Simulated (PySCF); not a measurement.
# BiCl4 (Bi(Cl)4+): the cost of one run

Computed with PySCF 2.14.0. Level: PBE, Bi def2-SVP with ECP60, Cl def2-SVP; scalar-relativistic core potentials, no spin–orbit coupling.

3 further runs of the same task are left out: 1 for a known fault of the program, 2 that didn't finish.

## Step 1: The system as given

5 atoms, charge 1, spin multiplicity 1.

Bond lengths: Bi1–Cl2 2.417 Å, Bi1–Cl3 2.417 Å, Bi1–Cl4 2.418 Å, Bi1–Cl5 2.418 Å. Angles: Cl2–Bi1–Cl3 108.7°, Cl2–Bi1–Cl4 109.6°, Cl2–Bi1–Cl5 109.6°, Cl3–Bi1–Cl4 109.6°, Cl3–Bi1–Cl5 109.6°, Cl4–Bi1–Cl5 109.6°.

As a file:

| atom | x (Å) | y (Å) | z (Å) |
| --- | --- | --- | --- |
| Bi1 | 0.0052 | 0.2515 | 0.0000 |
| Cl2 | -0.0240 | -1.1570 | 1.9645 |
| Cl3 | -0.0240 | -1.1570 | -1.9645 |
| Cl4 | 2.0097 | 1.6041 | 0.0000 |
| Cl5 | -1.9413 | 1.6862 | 0.0000 |

Formal oxidation states: Bi +5. An earlier session relaxed this geometry at PBE, Bi def2-SVP with ECP60, Cl def2-SVP (singlet, point group Td).

Its energy there is -2053.877708 Eh.

## Step 2: Multiplicity 3 at the relaxed geometry

Input file run.py (the lines that set the calculation):

```python
mol = gto.M(atom='''
Bi     0.00523     0.25145     0.00000
Cl    -0.02405    -1.15704     1.96445
Cl    -0.02405    -1.15704    -1.96445
Cl     2.00969     1.60408     0.00000
Cl    -1.94130     1.68621     0.00000''',
    basis={'Bi': 'def2-SVP', 'Cl': 'def2-SVP'},
    ecp={'Bi': 'def2-SVP'},
    charge=1, spin=2)
mf = dft.UKS(mol, xc='PBE')
mf.grids.atom_grid = (50, 194)
mf = mf.density_fit()  # fitting sets: Bi def2-universal-JKFIT, Cl def2-universal-JKFIT
mf.conv_tol = 1e-08; mf.max_cycle = 55
mf.kernel(dm0)  # dm0: free metal ions and neutral atoms
```

Launch:

```console
> OMP_NUM_THREADS=2 python run.py
```

**Question.** How long does this run take on 2 threads of Arm Neoverse V1, shared host?

About 40 s.
